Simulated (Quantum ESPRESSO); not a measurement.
# WS (Pm-3m) in Quantum ESPRESSO: further runs, part 2 of 2

Quantum ESPRESSO 7.5.

### 3 Phonons, PW91

File pw.in:

```
&CONTROL
  calculation = 'scf'
  prefix = 'pwscf'
  outdir = './tmp'
  pseudo_dir = './pseudo'
  tprnfor = .true.
  tstress = .true.
  disk_io = 'low'
/
&SYSTEM
  ibrav = 0
  A = 3.44484848
  nat = 2
  ntyp = 2
  ecutwfc = 56
  ecutrho = 448
  nbnd = 16
  input_dft = 'pw91'
  occupations = 'smearing'
  smearing = 'fd'
  degauss = 0.00367493
/
&ELECTRONS
  conv_thr = 4d-10
  electron_maxstep = 120
  mixing_beta = 0.5
/
ATOMIC_SPECIES
W    183.8400 w_pbe_v1.2.uspp.F.UPF
S     32.0600 s_pbe_v1.4.uspp.F.UPF
CELL_PARAMETERS alat
   1.0000000000    0.0000000000    0.0000000000
   0.0000000000    1.0000000000    0.0000000000
   0.0000000000    0.0000000000    1.0000000000
ATOMIC_POSITIONS alat
W      0.5000000000    0.5000000000    0.5000000000
S      0.0000000000    0.0000000000    0.0000000000
K_POINTS automatic
6 6 6 1 1 1
```

File relax.in:

```
&CONTROL
  calculation = 'vc-relax'
  prefix = 'pwscf'
  outdir = './tmp'
  pseudo_dir = './pseudo'
  tprnfor = .true.
  tstress = .true.
  disk_io = 'low'
  nstep = 40
  forc_conv_thr = 0.0001
  etot_conv_thr = 1d-06
/
&SYSTEM
  ibrav = 0
  A = 3.44484848
  nat = 2
  ntyp = 2
  ecutwfc = 56
  ecutrho = 448
  nbnd = 16
  input_dft = 'pw91'
  occupations = 'smearing'
  smearing = 'fd'
  degauss = 0.00367493
/
&ELECTRONS
  conv_thr = 4d-10
  electron_maxstep = 120
  mixing_beta = 0.5
/
&IONS
  ion_dynamics = 'bfgs'
/
&CELL
  cell_dynamics = 'bfgs'
  press = 0
  press_conv_thr = 0.2
/
ATOMIC_SPECIES
W    183.8400 w_pbe_v1.2.uspp.F.UPF
S     32.0600 s_pbe_v1.4.uspp.F.UPF
CELL_PARAMETERS alat
   1.0000000000    0.0000000000    0.0000000000
   0.0000000000    1.0000000000    0.0000000000
   0.0000000000    0.0000000000    1.0000000000
ATOMIC_POSITIONS alat
W      0.5000000000    0.5000000000    0.5000000000
S      0.0000000000    0.0000000000    0.0000000000
K_POINTS automatic
6 6 6 1 1 1
```

File scf2.in:

```
&CONTROL
  calculation = 'scf'
  prefix = 'pwscf'
  outdir = './tmp'
  pseudo_dir = './pseudo'
  tprnfor = .true.
  tstress = .true.
  disk_io = 'low'
/
&SYSTEM
  ibrav = 0
  A = 3.01498518
  nat = 2
  ntyp = 2
  ecutwfc = 56
  ecutrho = 448
  nbnd = 16
  input_dft = 'pw91'
  occupations = 'smearing'
  smearing = 'fd'
  degauss = 0.00367493
/
&ELECTRONS
  conv_thr = 1d-13
  electron_maxstep = 120
  mixing_beta = 0.5
  startingpot = 'file'
  startingwfc = 'file'
/
ATOMIC_SPECIES
W    183.8400 w_pbe_v1.2.uspp.F.UPF
S     32.0600 s_pbe_v1.4.uspp.F.UPF
CELL_PARAMETERS alat
   0.9999999996    0.0000000000    0.0000000000
   0.0000000000    0.9999999996    0.0000000000
   0.0000000000    0.0000000000    0.9999999996
ATOMIC_POSITIONS alat
W      0.4999999998    0.4999999998    0.4999999998
S      0.0000000000    0.0000000000    0.0000000000
K_POINTS automatic
6 6 6 1 1 1
```

File ph.in:

```
phonons of WS
&INPUTPH
  prefix = 'pwscf'
  outdir = './tmp'
  tr2_ph = 1d-18
  fildyn = 'dyn'
  niter_ph = 90
  alpha_mix(1) = 0.4
/
0.0000000000 0.0000000000 0.0000000000
```

File dynmat.in:

```
&INPUT
  fildyn = 'dyn'
  asr = 'crystal'
  filout = 'dynmat.disp'
  fileig = 'dynmat.eig'
/
```

Potentials or basis: GBRV 1.5 PBE.

Launch:

```sh
OMP_NUM_THREADS=1 pw.x -in pw.in > pw.out
OMP_NUM_THREADS=1 pw.x -in relax.in > relax.out
OMP_NUM_THREADS=1 pw.x -in scf2.in > scf2.out
OMP_NUM_THREADS=1 ph.x -in ph.in > ph.out
OMP_NUM_THREADS=1 dynmat.x -in dynmat.in > dynmat.out
```

pw.out:

```text
This program is part of the open-source Quantum ESPRESSO suite
     for quantum simulation of materials; please cite
         "P. Giannozzi et al., J. Phys.:Condens. Matter 21 395502 (2009);
         "P. Giannozzi et al., J. Phys.:Condens. Matter 29 465901 (2017);
         "P. Giannozzi et al., J. Chem. Phys. 152 154105 (2020);
     in publications or presentations arising from this work. More details at

     IMPORTANT: XC functional enforced from input :
     Exchange-correlation= PW91
                           (   1   4   2   2   0   0   0)
     Any further DFT definition will be discarded
     Please, verify this is what you really want

     Message from routine setup:
     using ibrav=0 with symmetry is DISCOURAGED, use correct ibrav instead

     G-vector sticks info
     --------------------
     sticks:   dense  smooth     PW     G-vecs:    dense   smooth      PW
     Sum        1489     749    221                43867    15515    2517

     Using Slab Decomposition

     bravais-lattice index     =            0
     lattice parameter (alat)  =       6.5098  a.u.
     unit-cell volume          =     275.8716 (a.u.)^3
     number of atoms/cell      =            2
     number of atomic types    =            2
     number of electrons       =        20.00
     number of Kohn-Sham states=           16
     kinetic-energy cutoff     =      56.0000  Ry
     charge density cutoff     =     448.0000  Ry
     scf convergence threshold =      4.0E-10
     mixing beta               =       0.5000
     number of iterations used =            8  plain     mixing
[... 75 lines left out ...]

     Initial potential from superposition of free atoms

     starting charge      19.8996, renormalised to      20.0000

     negative rho (up, down):  6.323E-02 0.000E+00
     Starting wfcs are   17 randomized atomic wfcs

     Self-consistent Calculation

     iteration #  1     ecut=    56.00 Ry     beta= 0.50
     Davidson diagonalization with overlap
     ethr =  1.00E-02,  avg # of iterations =  3.8

     Threshold (ethr) on eigenvalues was too large:
     Diagonalizing with lowered threshold

     Davidson diagonalization with overlap
     ethr =  3.36E-04,  avg # of iterations =  2.5

     negative rho (up, down):  6.498E-02 0.000E+00
[... 67 lines left out ...]
     iteration #  9     ecut=    56.00 Ry     beta= 0.50
     Davidson diagonalization with overlap
     ethr =  8.06E-12,  avg # of iterations =  2.4

     negative rho (up, down):  6.747E-02 0.000E+00

     End of self-consistent calculation

          k = 0.0833 0.0833 0.0833 (  1947 PWs)   bands (ev):

   -62.8493 -26.8992 -26.8987 -26.8987  -2.3215   8.4523   8.8376   8.8376
    10.4166  10.4166  12.0273  12.7121  12.7121  13.4802  20.4509  20.4509
[... 43 lines left out ...]
   -62.8435 -26.9542 -26.9538 -26.9538  -0.5667   6.4630   6.4630   6.7157
    12.4251  12.8424  12.8424  14.4201  14.4201  15.2612  16.0709  16.0709

     the Fermi energy is    12.0236 ev

!    total energy              =    -183.25519736 Ry
     estimated scf accuracy    <          4.3E-11 Ry
     smearing contrib. (-TS)   =      -0.00139882 Ry
     internal energy E=F+TS    =    -183.25379854 Ry

     The total energy is F=E-TS. E is the sum of the following terms:
     one-electron contribution =     -37.91202249 Ry
     hartree contribution      =      25.87950752 Ry
     xc contribution           =     -49.40866236 Ry
     ewald contribution        =    -121.81262120 Ry

     convergence has been achieved in   9 iterations

     negative rho (up, down):  6.747E-02 0.000E+00

     Forces acting on atoms (cartesian axes, Ry/au):

     atom    1 type  1   force =     0.00000000    0.00000000    0.00000000
     atom    2 type  2   force =     0.00000000    0.00000000    0.00000000

     Total force =     0.000000     Total SCF correction =     0.000000

     Computing stress (Cartesian axis) and pressure

     negative rho (up, down):  6.747E-02 0.000E+00
          total   stress  (Ry/bohr**3)                   (kbar)     P=     -354.05
  -0.00240679   0.00000000   0.00000000         -354.05        0.00        0.00
   0.00000000  -0.00240679   0.00000000            0.00     -354.05        0.00
   0.00000000   0.00000000  -0.00240679            0.00        0.00     -354.05

=------------------------------------------------------------------------------=
   JOB DONE.
=------------------------------------------------------------------------------=
```

It took 2.2 min on 1 thread of AMD EPYC 9R45 (Zen 5), shared host; peak memory 0.35 GiB.

What came out:

| Quantity | Value |
| --- | --- |
| Free energy | -2495.5575 eV |
| Relaxed volume | 13.70 Å³/atom |
| Relaxed cell | a = 3.015 Å, b = 3.015 Å, c = 3.015 Å, α = 90.00°, β = 90.00°, γ = 90.00° |
| Space group after relaxing (to 0.05 Å) | Pm-3m (No. 221) |
| Pressure after relaxing | 0.1 GPa |
| Band gap on the k mesh | none (metal or under the smearing width) |
| Highest phonon frequency at Γ | 189 cm⁻¹ |

The path:
```
step  energy change (eV)  largest force (eV/Å)  pressure (GPa)  volume (Å³)
   1              0.0000                0.0000          -35.41        40.88
   2             -1.4839                0.0000          -30.44        33.94
   3             -2.0726                0.0000           26.30        25.07
   4             -2.2176                0.0000           -8.66        28.52
   5             -2.2481                0.0000           -1.49        27.58
   6             -2.2489                0.0000            0.12        27.39
   7             -2.2489                0.0000            0.00        27.41
```

Final structure:
```cif
data_structure
_symmetry_space_group_name_H-M 'P 1'
_symmetry_Int_Tables_number 1
_cell_length_a 3.0150
_cell_length_b 3.0150
_cell_length_c 3.0150
_cell_angle_alpha 90.000
_cell_angle_beta 90.000
_cell_angle_gamma 90.000
_cell_volume 27.41
loop_
_atom_site_label
_atom_site_type_symbol
_atom_site_fract_x
_atom_site_fract_y
_atom_site_fract_z
_atom_site_occupancy
W1 W 0.50000 0.50000 0.50000 1
S1 S 0.00000 0.00000 0.00000 1
```

Levels at points of the mesh, in eV from the Fermi level:
```csv
k point,band 8,band 9,band 10,band 11,band 12,band 13
"(0.08, 0.08, 0.08)",-4.18,-2.30,-2.30,1.28,1.28,1.72
```

Phonon frequencies in cm⁻¹ (negative: imaginary):
| q point | frequencies |
| --- | --- |
| (0.000, 0.000, 0.000) | -8 -8 -8 189 189 189 |

Optical modes at Γ, degenerate ones joined:
| cm⁻¹ | components | symmetry | active in |
| --- | --- | --- | --- |
| 188 | 3 | T1u | IR |

Caveat: the k mesh is coarse; the mesh is thin for the phonons of a metal; the potentials were made for another functional, which shifts forces and pressure; the volume moved by over 15 % at a fixed basis, so the end points are rough.

### 4 Phonons, vdW-DF-cx

pw.in, as its differences from that of step 3:

```diff
@@ -17,3 +17,3 @@
   nbnd = 16
-  input_dft = 'pw91'
+  input_dft = 'vdw-df-cx'
   occupations = 'smearing'
```

relax.in, as its differences from that of step 3:

```diff
@@ -20,3 +20,3 @@
   nbnd = 16
-  input_dft = 'pw91'
+  input_dft = 'vdw-df-cx'
   occupations = 'smearing'
```

scf2.in, as its differences from that of step 3:

```diff
@@ -11,3 +11,3 @@
   ibrav = 0
-  A = 3.01498518
+  A = 2.98808115
   nat = 2
@@ -17,3 +17,3 @@
   nbnd = 16
-  input_dft = 'pw91'
+  input_dft = 'vdw-df-cx'
   occupations = 'smearing'
@@ -33,7 +33,7 @@
 CELL_PARAMETERS alat
-   0.9999999996    0.0000000000    0.0000000000
-   0.0000000000    0.9999999996    0.0000000000
-   0.0000000000    0.0000000000    0.9999999996
+   1.0000000011    0.0000000000    0.0000000000
+   0.0000000000    1.0000000011    0.0000000000
+   0.0000000000    0.0000000000    1.0000000011
 ATOMIC_POSITIONS alat
-W      0.4999999998    0.4999999998    0.4999999998
+W      0.5000000006    0.5000000006    0.5000000006
 S      0.0000000000    0.0000000000    0.0000000000
```

ph.in is that of step 3.

dynmat.in is that of step 3.

Potentials or basis: GBRV 1.5 PBE.

Launch:

```sh
OMP_NUM_THREADS=1 pw.x -in pw.in > pw.out
OMP_NUM_THREADS=1 pw.x -in relax.in > relax.out
OMP_NUM_THREADS=1 pw.x -in scf2.in > scf2.out
OMP_NUM_THREADS=1 ph.x -in ph.in > ph.out
OMP_NUM_THREADS=1 dynmat.x -in dynmat.in > dynmat.out
```

pw.out:

```text
This program is part of the open-source Quantum ESPRESSO suite
     for quantum simulation of materials; please cite
         "P. Giannozzi et al., J. Phys.:Condens. Matter 21 395502 (2009);
         "P. Giannozzi et al., J. Phys.:Condens. Matter 29 465901 (2017);
         "P. Giannozzi et al., J. Chem. Phys. 152 154105 (2020);
     in publications or presentations arising from this work. More details at

     IMPORTANT: XC functional enforced from input :
     Exchange-correlation= VDW-DF-CX
                           (   1   4  27   0   1   0   0)
     Any further DFT definition will be discarded
     Please, verify this is what you really want

     Message from routine setup:
     using ibrav=0 with symmetry is DISCOURAGED, use correct ibrav instead

     G-vector sticks info
     --------------------
     sticks:   dense  smooth     PW     G-vecs:    dense   smooth      PW
     Sum        1489     749    221                43867    15515    2517

[... 211 lines left out ...]

   -62.7535 -26.8901 -26.8896 -26.8896  -2.3778   8.3900   8.7692   8.7692
    10.3427  10.3427  11.9534  12.6340  12.6340  13.4098  20.3810  20.3810
[... 43 lines left out ...]
   -62.7476 -26.9458 -26.9454 -26.9454  -0.6163   6.3942   6.3942   6.6492
    12.3471  12.7646  12.7646  14.3531  14.3531  15.1925  16.0017  16.0017

     the Fermi energy is    11.9452 ev

!    total energy              =    -182.89700838 Ry
     estimated scf accuracy    <          3.1E-10 Ry
     smearing contrib. (-TS)   =      -0.00138732 Ry
     internal energy E=F+TS    =    -182.89562105 Ry

     The total energy is F=E-TS. E is the sum of the following terms:
     one-electron contribution =     -37.88800838 Ry
     hartree contribution      =      25.82924657 Ry
     xc contribution           =     -49.02423804 Ry
     ewald contribution        =    -121.81262120 Ry

     convergence has been achieved in   8 iterations

     negative rho (up, down):  6.844E-02 0.000E+00

     Forces acting on atoms (cartesian axes, Ry/au):

     atom    1 type  1   force =     0.00000000    0.00000000    0.00000000
     atom    2 type  2   force =     0.00000000    0.00000000    0.00000000

     Total force =     0.000000     Total SCF correction =     0.000000

     Computing stress (Cartesian axis) and pressure

     negative rho (up, down):  6.844E-02 0.000E+00
          total   stress  (Ry/bohr**3)                   (kbar)     P=     -388.89
  -0.00264364   0.00000000   0.00000000         -388.89        0.00        0.00
   0.00000000  -0.00264364   0.00000000            0.00     -388.89        0.00
   0.00000000   0.00000000  -0.00264364            0.00        0.00     -388.89

=------------------------------------------------------------------------------=
   JOB DONE.
=------------------------------------------------------------------------------=
```

relax.out:

```text
This program is part of the open-source Quantum ESPRESSO suite
     for quantum simulation of materials; please cite
         "P. Giannozzi et al., J. Phys.:Condens. Matter 21 395502 (2009);
         "P. Giannozzi et al., J. Phys.:Condens. Matter 29 465901 (2017);
         "P. Giannozzi et al., J. Chem. Phys. 152 154105 (2020);
[... 531 lines left out ...]
   0.00000000   0.00000863   0.00000000            0.00        1.27        0.00
   0.00000000   0.00000000   0.00000863            0.00        0.00        1.27

=------------------------------------------------------------------------------=
   JOB DONE.
=------------------------------------------------------------------------------=
```

scf2.out:

```text
This program is part of the open-source Quantum ESPRESSO suite
     for quantum simulation of materials; please cite
         "P. Giannozzi et al., J. Phys.:Condens. Matter 21 395502 (2009);
         "P. Giannozzi et al., J. Phys.:Condens. Matter 29 465901 (2017);
         "P. Giannozzi et al., J. Chem. Phys. 152 154105 (2020);
[... 258 lines left out ...]
   0.00000000   0.00000864   0.00000000            0.00        1.27        0.00
   0.00000000   0.00000000   0.00000864            0.00        0.00        1.27

=------------------------------------------------------------------------------=
   JOB DONE.
=------------------------------------------------------------------------------=
```

Run time: 6.4 min. Hardware: 1 thread of AMD EPYC 9R45 (Zen 5), shared host; peak memory 0.36 GiB.

Results:

* Free energy: -2491.0996 eV
* Relaxed volume: 13.34 Å³/atom
* Relaxed cell: a = 2.988 Å, b = 2.988 Å, c = 2.988 Å, α = 90.00°, β = 90.00°, γ = 90.00°
* Space group after relaxing (to 0.05 Å): Pm-3m (No. 221)
* Pressure after relaxing: 0.1 GPa
* Band gap on the k mesh: none (metal or under the smearing width)
* Highest phonon frequency at Γ: 216 cm⁻¹

Step by step:
| step | energy change (eV) | largest force (eV/Å) | pressure (GPa) | volume (Å³) |
| --- | --- | --- | --- | --- |
| 1 | 0.0000 | 0.0000 | -38.89 | 40.88 |
| 2 | -1.7961 | 0.0000 | -33.89 | 33.30 |
| 3 | -2.3471 | 0.0000 | 39.17 | 23.78 |
| 4 | -2.6107 | 0.0000 | -11.82 | 28.08 |
| 5 | -2.6628 | 0.0000 | -2.59 | 26.95 |
| 6 | -2.6651 | 0.0000 | 0.27 | 26.65 |
| 7 | -2.6651 | 0.0000 | 0.00 | 26.68 |
| 8 | -2.6651 | 0.0000 | 0.00 | 26.68 |

Final structure:
```yaml
crystal:
  lattice:
    - [2.98808, 0.00000, 0.00000]
    - [0.00000, 2.98808, 0.00000]
    - [0.00000, 0.00000, 2.98808]
  atoms:
    - { symbol: W, position: [0.50000, 0.50000, 0.50000] }
    - { symbol: S, position: [0.00000, 0.00000, 0.00000] }
```

Levels at points of the mesh, in eV from the Fermi level:
| k point | band 8 | band 9 | band 10 | band 11 | band 12 | band 13 |
| --- | --- | --- | --- | --- | --- | --- |
| (0.08, 0.08, 0.08) | -4.19 | -2.32 | -2.32 | 1.32 | 1.32 | 1.83 |

Phonon frequencies in cm⁻¹ (negative: imaginary):
```csv
q point,frequencies
"(0.000, 0.000, 0.000)",13 13 13 216 216 216
```

Optical modes at Γ, degenerate ones joined:
```csv
cm⁻¹,components,symmetry,active in
215,3,T1u,IR
```

Caveat: the k mesh is coarse; the mesh is thin for the phonons of a metal; the potentials were made for another functional, which shifts forces and pressure; the volume moved by over 15 % at a fixed basis, so the end points are rough. Spin-orbit coupling is left out, which matters for the levels of W.

### 5 The runs side by side

| level | gap on the mesh (eV) | pressure (GPa) |
| --- | --- | --- |
| AM05 | none | 0.1 |
| PW91 | none | 0.1 |
| vdW-DF-cx | none | 0.1 |

Alike in all rows: task phonons; potentials or basis GBRV 1.5 PBE; no spin polarisation; cell relaxed; k mesh 6 × 6 × 6, shifted; cutoff (eV) 762; smearing fermi-dirac 0.05 eV.

Caveats: the mesh is thin for the phonons of a metal; the potentials were made for another functional, which shifts forces and pressure; the volume moved by over 15 % at a fixed basis, so the end points are rough.

Absolute energies hang on the potentials; compare differences alone.
